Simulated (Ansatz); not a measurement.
# YSi2Ir2: the cost of one run

Program: Ansatz 0.2.0. Level of theory: DFT LDA, scalar-relativistic, plane waves, PAW. These are calculated values, not measurements.

## Step 1: The starting structure

The structure is tetragonal, space group P4/nmm (No. 129). The conventional cell has a = 4.072 Å, b = 4.072 Å, c = 9.720 Å, α = 90.00°, β = 90.00°, γ = 90.00°. Around Y (site symmetry 4mm) lie 8 Si at 3.10 to 3.16 Å and 8 Ir at 3.11 to 3.19 Å. Si (site symmetry -4m2) is surrounded by 4 Ir at 2.38 Å and 4 Y at 3.16 Å. Around Si (site symmetry 4mm) lie 5 Ir at 2.34 to 2.41 Å and 4 Y at 3.10 Å. Ir (site symmetry -4m2) has 4 Si at 2.41 Å as nearest neighbours. Ir (site symmetry 4mm) is surrounded by 5 Si at 2.34 to 2.38 Å.

Structure file:

```cif
data_structure
_symmetry_space_group_name_H-M 'P4/nmm:1'
_symmetry_Int_Tables_number 129
_cell_length_a 4.0720
_cell_length_b 4.0720
_cell_length_c 9.7200
_cell_angle_alpha 90.000
_cell_angle_beta 90.000
_cell_angle_gamma 90.000
_cell_volume 161.17
loop_
_atom_site_label
_atom_site_type_symbol
_atom_site_symmetry_multiplicity
_atom_site_Wyckoff_symbol
_atom_site_fract_x
_atom_site_fract_y
_atom_site_fract_z
_atom_site_occupancy
Y1 Y 2 c 0.50000 0.00000 0.25200 1
Si1 Si 2 b 0.00000 0.00000 0.50000 1
Si2 Si 2 c 0.50000 0.00000 0.86700 1
Ir1 Ir 2 a 0.00000 0.00000 0.00000 1
Ir2 Ir 2 c 0.50000 0.00000 0.62600 1
```

The structure rests on an entry of the Crystallography Open Database; cell or positions may have been set otherwise for this series.

## Step 2: Relaxing cell and atoms: YSi2Ir2, no spin

input.yaml

```yaml
crystal:
  lattice:
    - [4.072, 0.0, 0.0]
    - [0.0, 4.072, 0.0]
    - [0.0, 0.0, 9.72]
  atoms:
    - { symbol: "Y", position: [0.5, 0.0, 0.252] }
    - { symbol: "Y", position: [0.0, 0.5, 0.748] }
    - { symbol: Si, position: [0.0, 0.0, 0.5] }
    - { symbol: Si, position: [0.5, 0.5, 0.5] }
    - { symbol: Si, position: [0.5, 0.0, 0.867] }
    - { symbol: Si, position: [0.0, 0.5, 0.133] }
    - { symbol: Ir, position: [0.0, 0.0, 0.0] }
    - { symbol: Ir, position: [0.5, 0.5, 0.0] }
    - { symbol: Ir, position: [0.5, 0.0, 0.626] }
    - { symbol: Ir, position: [0.0, 0.5, 0.374] }
scf:
  occupations: { method: gaussian, width: 0.05 }
output:
  forces: true
  stress: true
  eigenvalues: true
  dos: { method: tetrahedron, nscf_kmesh: { grid: [24, 24, 10] }, de: 0.02 }
  write_density: true
  write_potential: true
  elf: true
  volumetric_format: npy
kpoints:
  mp_grid: { grid: [12, 12, 6] }
hamiltonian:
  xc: lda
relax:
  f_tol: 0.005
  max_steps: 60
  cell: { stress_tol: 0.03 }
```

Command:

```sh
$ ansatz run input.yaml --threads 4 --pin off --max-ram 8192MiB --backend cpu --events-out ev --progress --plain --runs-dir out
```

What time and memory should one allow on 4 threads of Arm Neoverse V2, shared host?

About 2.4 min, with a peak of 2.8 GiB.
